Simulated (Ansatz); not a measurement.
# HfI₃Cl: up Jacob's ladder to CCSD(T)

One table from this session's results is given with a row withheld; the runs are named, their logs left out.

Method: functionals in def2-TZVPP, the program's frozen cores in correlated methods; program: Ansatz 0.2.0, Gaussian basis.

Plan: LDA (SPW92), PBE-D4, revPBE-D4, BLYP-D4, r2SCAN-D4, B97M-V, PBE0-D4, B3LYP-D4, r2SCANh-D4, r2SCAN0-D4, HSE06-D4, BHLYP-D4, CAM-B3LYP-D4, LC-ωPBE, ωB97X-V, ωB97M-V, B2PLYP, PBE-QIDH; CCSD(T)/def2-SVP; MP2/def2-TZVPP; MP2/def2-QZVPP; RPA on PBE.

## Structure used throughout

All runs share one geometry, relaxed beforehand with PBE0-D4 in a triple-zeta def2 set. Hf, I take the def2 core potential; no spin-orbit term is included.

SMILES `[Cl][Hf]([I])([I])[I]`, 5 atoms, charge 0, spin multiplicity 1.

Atoms are counted from 1 here; the program's logs count them from 0.

Bond lengths: Cl1–Hf2 2.310 Å, Hf2–I3 2.679 Å, Hf2–I4 2.679 Å, Hf2–I5 2.679 Å. Angles: Cl1–Hf2–I3 109.4°, Cl1–Hf2–I4 109.4°, Cl1–Hf2–I5 109.4°, I3–Hf2–I4 109.6°, I3–Hf2–I5 109.6°, I4–Hf2–I5 109.6°.

Coordinates:

```mol
ClHfI3
  3D, bonds by distance, orders not assigned

  5  4  0  0  0  0  0  0  0  0999 V2000
   -0.4959   -0.5779    2.2488 Cl  0  0
   -0.0051   -0.0315    0.0589 Hf  0  0
    2.2734   -1.2394   -0.6685 I   0  0
   -2.0019   -0.8494   -1.5294 I   0  0
    0.2796    2.6244   -0.1513 I   0  0
  1  2  8  0
  2  3  8  0
  2  4  8  0
  2  5  8  0
M  END
```

The first run:

The input, in.yaml:

```yaml
crystal:
  periodic: [false, false, false]
  atoms:
    - {symbol: Cl, position_ang: [-0.495917, -0.577888, 2.248780]}
    - {symbol: Hf, position_ang: [-0.005073, -0.031513, 0.058933]}
    - {symbol: I, position_ang: [2.273351, -1.239369, -0.668452]}
    - {symbol: I, position_ang: [-2.001934, -0.849356, -1.529437]}
    - {symbol: I, position_ang: [0.279574, 2.624427, -0.151322]}
basis:
  gaussian: {orbitals: def2-TZVPP}
hamiltonian: {xc: lda}
output: {orbitals: {seedname: orbitals}}
```

Run with:

```
$ ansatz run in.yaml --threads 4 --pin off --events-out ev --progress --plain --max-ram 11315MiB
```

Steps of the session up to this table: LDA; PBE-D4 (GGA); revPBE-D4 (GGA); BLYP-D4 (GGA); r2SCAN-D4 (meta-GGA); B97M-V (meta-GGA); PBE0-D4 (hybrid); B3LYP-D4 (hybrid); r2SCANh-D4 (hybrid); r2SCAN0-D4 (hybrid); HSE06-D4 (hybrid); BHLYP-D4 (hybrid); CAM-B3LYP-D4 (range-separated); LC-ωPBE (range-separated); ωB97X-V (range-separated); ωB97M-V (range-separated); B2PLYP (double hybrid); PBE-QIDH (double hybrid).

One of the session's tables, all rows but one given; the rest of the session is left out.

It belongs to the step «Frontier levels by functional». 

```
  functional  HOMO (eV)  LUMO (eV)  gap (eV)
 LDA (SPW92)      -7.02      -3.43      3.59
      PBE-D4      -6.84      -3.20      3.64
   revPBE-D4      -6.79      -3.13      3.66
     BLYP-D4      -6.64      -3.04      3.60
   r2SCAN-D4          ?          ?         ?
      B97M-V      -7.10      -2.98      4.12
     PBE0-D4      -7.93      -2.52      5.41
    B3LYP-D4      -7.67      -2.66      5.01
  r2SCANh-D4      -7.55      -2.84      4.71
  r2SCAN0-D4      -8.14      -2.44      5.70
    HSE06-D4      -7.55      -2.88      4.66
    BHLYP-D4      -8.82      -1.62      7.20
CAM-B3LYP-D4      -9.09      -1.49      7.59
     LC-ωPBE     -10.40      -0.51      9.89
     ωB97X-V     -10.06      -0.55      9.51
     ωB97M-V      -9.93      -0.63      9.30
```

Q: Estimate the row for r2SCAN-D4 from the others.

Worked estimate for «HOMO (eV)». Against the share of exact exchange, r2SCANh-D4 (0.1, -7.55), r2SCAN0-D4 (0.25, -8.14) give a slope of -3.93 per unit share; at 0 the line stands at -7.16.

As computed: HOMO (eV): -7.17; LUMO (eV): -3.10; gap (eV): 4.07. In «HOMO (eV)» the line misses by +0.01.
